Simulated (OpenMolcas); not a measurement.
# Ag³⁺ among point charges: CASSCF and CASPT2 levels and susceptibility

How does a field of 6 point charges split the states of Ag³⁺, and what χT follows?

The numbers are computed with OpenMolcas 26.06 (state-averaged CASSCF and CASPT2, spin-orbit coupling by RASSI with atomic mean-field integrals), except any that are marked as measured or tabulated.

### Step 1. What is computed

* Species: Ag³⁺ (silver, Z = 47, 44 electrons)
* Basis: ANO-RCC-VDZP [6s5p3d1f], 43 functions
* Scalar Hamiltonian: DKH2, point nucleus
* Inactive shells: 1s 2s 2p 3s 3p 3d 4s 4p
* Active space: 8 electrons in 5 orbitals (4d)
* Some configurations of this space: 4d8
* Orbitals: optimised for each spin and parity, averaged over all roots

The outer shells:

4d8
```
4d [↑↓][↑↓][↑↓][↑ ][↑ ]
```

The ion sits among 6 point charges of -1.7 e arranged as a trigonal prism (D3h), 2.04 Å from the ion, with a polar angle of 52.0° against the regular 49.1°.

The work runs as a chain of OpenMolcas steps in one folder; each step below is one input file. Labels, J, g values, rates, χT and fits are worked out afterwards by a script from the matrices that RASSI stores.

### Step 2. One- and two-electron integrals

File a.inp:

```
&GATEWAY
Coord
1

Ag 0.0 0.0 0.0
Basis=ANO-RCC-VDZP
Group=NoSym
NoMove
AngMom=0.0 0.0 0.0
AMFI
XField
6 Angstrom 0
1.608550 0.000000 1.254658 -1.700000
-0.804275 1.393045 1.254658 -1.700000
-0.804275 -1.393045 1.254658 -1.700000
1.608550 0.000000 -1.254658 -1.700000
-0.804275 1.393045 -1.254658 -1.700000
-0.804275 -1.393045 -1.254658 -1.700000
&SEWARD
```

The run is started by

```console
> OMP_NUM_THREADS=1 MOLCAS_MEM=1689 MOLCAS_PROJECT=a pymolcas a.inp > a.log
```

### Step 3. CASSCF: triplets, 10 roots

File a.inp:

```
&RASSCF
FileOrb=start.orb
Symmetry=1
Spin=3
nActEl=8 0 0
Inactive=18
Ras2=5
CIRoot=10 10 1
SDav=10
CIMx=300
Iter=120 100
PrWF=0.3
OrbListing=Nothing
MaxOrb=0
>>> COPY $Project.JobIph JOB001
```

start.orb holds the contracted functions of the basis, ordered by shell, or the orbitals of the step before.

### Step 4. CASSCF: singlets, 15 roots

File a.inp:

```
&RASSCF
FileOrb=start.orb
Symmetry=1
Spin=1
nActEl=8 0 0
Inactive=18
Ras2=5
CIRoot=15 15 1
SDav=15
CIMx=300
Iter=120 100
PrWF=0.3
OrbListing=Nothing
MaxOrb=0
>>> COPY $Project.JobIph JOB002
```

### Step 5. RASSI: spin-orbit coupling between the states

File a.inp:

```
&RASSI
NrOfJobIphs=2 10 15
1 2 3 4 5 6 7 8 9 10
1 2 3 4 5 6 7 8 9 10 11 12 13 14 15
IphNames
JOB001
JOB002
EJob
SpinOrbit
DIPRint=1.0
SOCoupling=1000.0
Subsets=2
Property=9
'ANGMOM' 1 'ANGMOM' 2 'ANGMOM' 3 'MLTPL  1' 1 'MLTPL  1' 2 'MLTPL  1' 3
'AMFI' 1 'AMFI' 2 'AMFI' 3
SOProperty=3
'ANGMOM' 1 'ANGMOM' 2 'ANGMOM' 3
```

### Step 6. CASPT2: IPEA 0.25, imaginary shift 0.1 (closed shells correlated: 4s 4p)

File a.inp:

```
>>> COPY JOB001 $Project.JobIph
&CASPT2
Multistate=10 1 2 3 4 5 6 7 8 9 10
NoMult
Frozen=14
IPEA=0.25
Imaginary=0.1
MaxIter=60
WThr=0.0 0.3 0.05
PrWF=0.5
NoMix
>>> COPY JOB002 $Project.JobIph
&CASPT2
Multistate=15 1 2 3 4 5 6 7 8 9 10 11 12 13 14 15
NoMult
Frozen=14
IPEA=0.25
Imaginary=0.1
MaxIter=60
WThr=0.0 0.3 0.05
PrWF=0.5
NoMix
```

(Steps that only read results are left out.)

Before running it: what results should come out? Wanted: spin-free ground state; first state of the same spin within the active space; lowest level; next level.

The runs gave:

| quantity | value |
| --- | --- |
| method | SS-CASPT2, IPEA 0.25, imaginary shift 0.1 (closed shells correlated: 4s 4p) |
| spin-free ground state | 3A2, 1-fold in its orbital part |
| first state of the same spin within the active space | 3E at 2650 cm⁻¹ |
| lowest level | 1-fold A1 |
| next level | 509.7 cm⁻¹ |
| χT at 300 K | 2.37 cm³ K/mol |
| effective moment at 300 K | 4.36 μB |

Cost by method:

```csv
method,time of its own steps,time with the reference
A. CASSCF,8.1 s,8.1 s
"B. SS-CASPT2, IPEA 0.25, imaginary shift 0.1, +4s 4p",3.6 s,12 s
```

Times are of one thread on a shared host.

What this shows: The spin-free ground state (3A2) comes to 97 % from free-ion F terms and keeps the highest spin of the shell. χT at 300 K is 2.37, against 1.00 cm³ K/mol for the spin alone, so orbital moment adds to it. CASPT2 does not keep the components of a term degenerate, and the means are used. The field of point charges can differ much from that of real complexes. Point charges carry no covalency, so the field is a model and not that of real ligands.
